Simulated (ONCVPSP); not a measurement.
# Lanthanum: generating and testing an ONCV potential

Aim: build the potential from the settings below, then test how well it stands in for the atom: other configurations, scattering, ghost states and the plane-wave cutoff that it needs.

Program: ONCVPSP 4.0.1. Reference atom: PBE, scalar-relativistic, spherical and spin-unpolarised. All values are calculated.

**1. Starting point**

The settings as typed:

```json
{"element": "lanthanum (La, Z = 57)", "type": "optimised norm-conserving Vanderbilt (ONCV)", "frozen core": "[Kr]", "valence charge": "21", "reference configuration": "4d10 5s2 5p6 5d1 6s2", "partial waves": "5s+6s: rc 2.50 bohr, ncon 4, nbas 9, qcut 4.8 1/bohr, 2 projectors; 5p: rc 2.10 bohr, ncon 3, nbas 7, qcut 3.9 1/bohr, 1 projector; 4d+5d: rc 1.15 bohr, ncon 5, nbas 10, qcut 10.8 1/bohr, 3 projectors, debl 2.2 Ha; f scattering state at 0.24 Ha: rc 2.25 bohr, ncon 4, nbas 7, qcut 5.2 1/bohr, 2 projectors, debl 1.5 Ha", "local potential": "polynomial inside 0.75 bohr (lpopt 5, dvloc0 3 Ha)", "core correction": "not asked for"}
```

The outer shells as boxes (Hund's rule for the drawing; the calculation is spin-unpolarised):

```
[Kr] core
4d [↑↓][↑↓][↑↓][↑↓][↑↓]
5s [↑↓]
5p [↑↓][↑↓][↑↓]
5d [↑ ][  ][  ][  ][  ]
6s [↑↓]
```

**2. The generation run**

Input file La.dat:

```
# ATOM AND REFERENCE CONFIGURATION
# atsym  z   nc   nv     iexc    psfile
  La 57.00    8    5        4      upf
#
#   n    l    f
    1    0    2.00
    2    0    2.00
    2    1    6.00
    3    0    2.00
    3    1    6.00
    3    2   10.00
    4    0    2.00
    4    1    6.00
    4    2   10.00
    5    0    2.00
    5    1    6.00
    5    2    1.00
    6    0    2.00
#
# PSEUDOPOTENTIAL AND OPTIMIZATION
# lmax
    3
#
#   l,   rc,      ep,       ncon, nbas, qcut
    0    2.50    0.00    4    9    4.80
    1    2.10    0.00    3    7    3.90
    2    1.15    0.00    5   10   10.80
    3    2.25    0.24    4    7    5.20
#
# LOCAL POTENTIAL
# lloc, lpopt,  rc(5),   dvloc0
    4    5    0.75    3.00
#
# VANDERBILT-KLEINMAN-BYLANDER PROJECTORs
# l, nproj, debl
    0    2    2.10
    1    1    0.40
    2    3    2.20
    3    2    1.50
#
# MODEL CORE CHARGE
# icmod, fcfact, rcfact
    0    0.00    0.00
#
# LOG DERIVATIVE ANALYSIS
# epsh1, epsh2, depsh
   -5.00    5.00    0.04
#
# OUTPUT GRID
# rlmax, drl
    6.00    0.01
#
# TEST CONFIGURATIONS
# ncnf
    4
# nvcnf
#   n    l    f
    5
    4    2   10.00
    5    0    2.00
    5    1    6.00
    5    2    1.00
    6    0    1.00
#
    5
    4    2   10.00
    5    0    2.00
    5    1    6.00
    5    2    1.00
    6    0    0.00
#
    5
    4    2   10.00
    5    0    2.00
    5    1    6.00
    5    2    0.00
    6    0    0.00
#
    5
    4    2   10.00
    5    0    2.00
    5    1    6.00
    5    2    1.00
    6    0    1.50
#
```

Run with:

```
$ oncvpsp.x < La.dat > La.out
```

Q: Predict the outcome of this session. Wanted: cutoffs for 1 and 0.1 mHa per electron, occupied waves; bound ghosts; GHOST(+) flags; largest test error; largest phase difference near zero energy, channels read; projector energies reset by the program.

The runs gave:

| quantity | value |
| --- | --- |
| cutoffs for 1 and 0.1 mHa per electron, occupied waves | 60 Ha and 241 Ha |
| bound ghosts | s at -478.48 eV, p at -232.05 eV |
| GHOST(+) flags | s at 67 eV |
| largest test error (AE − PS) | -4.4 meV, for 4d10 5s2 5p6 5d1 6s0 |
| largest phase difference near zero energy, channels read | 0.026 rad |
| projector energies reset by the program | f: -0.160, 1.340 Ha |

What this shows: It has a bound ghost (s, p), a state that the atom doesn't have, and that rules the file out. The worst unpolarised test, 4d10 5s2 5p6 5d1 6s0, is off by 4.4 meV on 16.9 eV; by total energies transferability rates as very good. Atomic tests can pass in spite of a ghost, since they solve only for the levels asked. By its cutoff, 60 Ha for the looser tolerance, it is hard. The tighter tolerance needs 241 Ha, and converged work needs a cutoff nearer that. Near zero energy the phases of the channels with partial waves agree within 0.026 rad. The program also flags highly localised states, GHOST(+) (s).
